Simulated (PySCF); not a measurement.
# Ge₃⁺: relaxation and vibrations of the quartet

Where does quartet Ge₃⁺ go from a equilateral triangle start, is the end point a minimum, and what are its modes, charges and moments?

The runs use PySCF 2.14.0; PBE0, basis Ge def2-TZVP, no relativity, density fitting.

## Step 1: The system as given

3 atoms, charge 1, spin multiplicity 4.

Bond lengths: Ge1–Ge2 2.420 Å, Ge1–Ge3 2.420 Å, Ge2–Ge3 2.420 Å. Angles: Ge2–Ge1–Ge3 60.0°, Ge1–Ge2–Ge3 60.0°, Ge1–Ge3–Ge2 60.0°.

Coordinates in bohr (charge 1 multiplicity 4):
```
Ge    1.3202   -2.2866    0.0000
Ge   -2.6403    0.0000    0.0000
Ge    1.3201    2.2866    0.0000
```

## Step 2: First SCF at the start

One driver script runs all steps and calls PySCF; scf.py shows how it sets up the SCF of each step. The optimiser is the driver's own. After this first run the driver tries any further starts and a stability analysis.

File scf.py:

```python
from pyscf import gto, scf, dft
mol = gto.M(atom='''
Ge     0.698600    -1.210010     0.000000
Ge    -1.397190     0.000010     0.000000
Ge     0.698590     1.210010     0.000000''',
    basis={'Ge': 'def2-TZVP'},
    charge=1, spin=3)
mf = dft.UKS(mol, xc='PBE0')
mf.grids.atom_grid = (50, 194)
aux = {'Ge': 'def2-universal-JKFIT'}
mf = mf.density_fit(auxbasis=aux)
mf.conv_tol = 1e-08
mf.diis_space = 10
mf.max_cycle = 60
mf.init_guess = 'minao'
mf.verbose = 4
mf.kernel()
```

On the command line:

```bash
OMP_NUM_THREADS=4 python axn.py task.json out
```

Further steps of the session: Relaxing the quartet from the equilateral triangle start; Frequencies.

Before running it: what results should come out? Wanted: minimum; geometry; wavenumbers; dipole moment; highest occupied, lowest empty level; polar-tensor charge of Ge1; zero-point energy; ⟨S²⟩.

As calculated:

| quantity | value |
| --- | --- |
| minimum | quartet, D3h |
| geometry | Ge–Ge 2.468 Å (×3); Ge–Ge–Ge 60.0° (×3) |
| wavenumbers (cm⁻¹) | 207 (e'), 268 (a1') |
| dipole moment (centre of mass) | 0.00 D |
| highest occupied, lowest empty level (either spin) | -11.71, -9.70 eV |
| polar-tensor charge of Ge1 | +0.33 e |
| zero-point energy | 4.1 kJ/mol |
| entropy at 298.15 K | 315.8 J/(mol K) |
| ⟨S²⟩ | 3.762 |

The equilateral triangle start keeps its D3h symmetry and ends in a minimum. In the infrared the band at 207 cm⁻¹ (e') leads. Only this shape and spin were tried, so other structures or states may lie lower.
